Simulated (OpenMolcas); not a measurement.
# Os⁵⁺ among point charges: CASSCF and CASPT2 levels and susceptibility

How does a field of 4 point charges split the states of Os⁵⁺, and what χT follows?

Method: state-averaged CASSCF and CASPT2, spin-orbit coupling by RASSI with atomic mean-field integrals. Code: OpenMolcas 26.06.

**1. Starting point**

```
Species                           : Os⁵⁺ (osmium, Z = 76, 71 electrons)
Basis                             : ANO-RCC-VDZP [7s6p4d2f1g], 68 functions
Scalar Hamiltonian                : DKH2, point nucleus
Inactive shells                   : 1s 2s 2p 3s 3p 3d 4s 4p 4d 4f 5s 5p
Active space                      : 3 electrons in 5 orbitals (5d)
Some configurations of this space : 5d³
Orbitals                          : optimised for each spin and parity, averaged over all roots
```

The outer shells:

5d3
```
5d [↑ ][↑ ][↑ ][  ][  ]
```

The ion sits among 4 point charges of -1 e arranged as a square (D4h), 1.92 Å from the ion.

The work runs as a chain of OpenMolcas steps in one folder; each step below is one input file. Labels, J, g values, rates, χT and fits are worked out afterwards by a script from the matrices that RASSI stores. The input lists half of the charges; inversion (Group=XYZ) makes the rest.

**2. One- and two-electron integrals**

File a.inp:

```
&GATEWAY
Coord
1

Os 0.0 0.0 0.0
Basis=ANO-RCC-VDZP
Group=XYZ
NoMove
AngMom=0.0 0.0 0.0
AMFI
XField
2 Angstrom 0
1.920000 0.000000 0.000000 -1.000000
0.000000 1.920000 0.000000 -1.000000
&SEWARD
```

Launch:

```bash
$ OMP_NUM_THREADS=1 MOLCAS_MEM=1689 MOLCAS_PROJECT=a pymolcas a.inp > a.log
```

**3. Reference wave functions, quartets of even parity, 10 roots**

File a.inp:

```
&RASSCF
FileOrb=start.orb
Symmetry=1
Spin=4
nActEl=3 0 0
Inactive=15 19
Ras2=5 0
CIRoot=10 10 1
SDav=10
CIMx=300
Iter=120 100
PrWF=0.3
OrbListing=Nothing
MaxOrb=0
>>> COPY $Project.JobIph JOB001
```

start.orb holds the contracted functions of the basis, ordered by shell, or the orbitals of the step before.

**4. CASSCF: doublets of even parity, 40 roots**

File a.inp:

```
&RASSCF
FileOrb=start.orb
Symmetry=1
Spin=2
nActEl=3 0 0
Inactive=15 19
Ras2=5 0
CIRoot=40 40 1
SDav=40
CIMx=300
Iter=120 100
PrWF=0.3
OrbListing=Nothing
MaxOrb=0
>>> COPY $Project.JobIph JOB002
```

**5. State interaction with spin-orbit coupling**

File a.inp:

```
&RASSI
NrOfJobIphs=2 10 40
1 2 3 4 5 6 7 8 9 10
1 2 3 4 5 6 7 8 9 10 11 12 13 14 15 16 17 18 19 20 21 22 23 24 25 26 27
28 29 30 31 32 33 34 35 36 37 38 39 40
IphNames
JOB001
JOB002
EJob
SpinOrbit
DIPRint=1.0
SOCoupling=1000.0
Subsets=2
Property=9
'ANGMOM' 1 'ANGMOM' 2 'ANGMOM' 3 'MLTPL  1' 1 'MLTPL  1' 2 'MLTPL  1' 3
'AMFI' 1 'AMFI' 2 'AMFI' 3
SOProperty=3
'ANGMOM' 1 'ANGMOM' 2 'ANGMOM' 3
```

**6. CASPT2: IPEA 0.25, imaginary shift 0.1 (closed shells correlated: 5s 5p)**

File a.inp:

```
>>> COPY JOB001 $Project.JobIph
&CASPT2
Multistate=10 1 2 3 4 5 6 7 8 9 10
NoMult
Frozen=14 16
IPEA=0.25
Imaginary=0.1
MaxIter=60
WThr=0.0 0.3 0.05
PrWF=0.5
NoMix
>>> COPY JOB002 $Project.JobIph
&CASPT2
Multistate=40 1 2 3 4 5 6 7 8 9 10 11 12 13 14 15 16 17 18 19 20 21 22
23 24 25 26 27 28 29 30 31 32 33 34 35 36 37 38 39 40
NoMult
Frozen=14 16
IPEA=0.25
Imaginary=0.1
MaxIter=60
WThr=0.0 0.3 0.05
PrWF=0.5
NoMix
```

(Steps that only read results are left out.)

**Question.** What will these runs give? Wanted: spin-free ground state; first state of the same spin within the active space; lowest level; next level.

The runs gave:

| quantity | value |
| --- | --- |
| method | SS-CASPT2, IPEA 0.25, imaginary shift 0.1 (closed shells correlated: 5s 5p) |
| spin-free ground state | 4A2, 1-fold in its orbital part |
| first state of the same spin within the active space | 4E at 863 cm⁻¹ |
| lowest level | 2-fold E3/2, g = 0.55, 0.55, 1.33 |
| next level | 3103.7 cm⁻¹ |
| χT at 300 K | 0.10 cm³ K/mol |
| effective moment at 300 K | 0.88 μB |

Cost by method:

| method | time of its own steps | time with the reference |
| --- | --- | --- |
| A. CASSCF | 9.4 s | 9.4 s |
| B. SS-CASPT2, IPEA 0.25, imaginary shift 0.1, +5s 5p | 4.2 s | 14 s |

Times are of one thread on a shared host.

In words: The spin-free ground state (4A2) comes to 52 % from free-ion F terms and keeps the highest spin of the shell. χT at 300 K is 0.10, against 1.88 cm³ K/mol for the spin alone, so spin-orbit coupling lowers it. The field of point charges can differ much from that of real complexes. This is an electrostatic model: the charges have no orbitals.
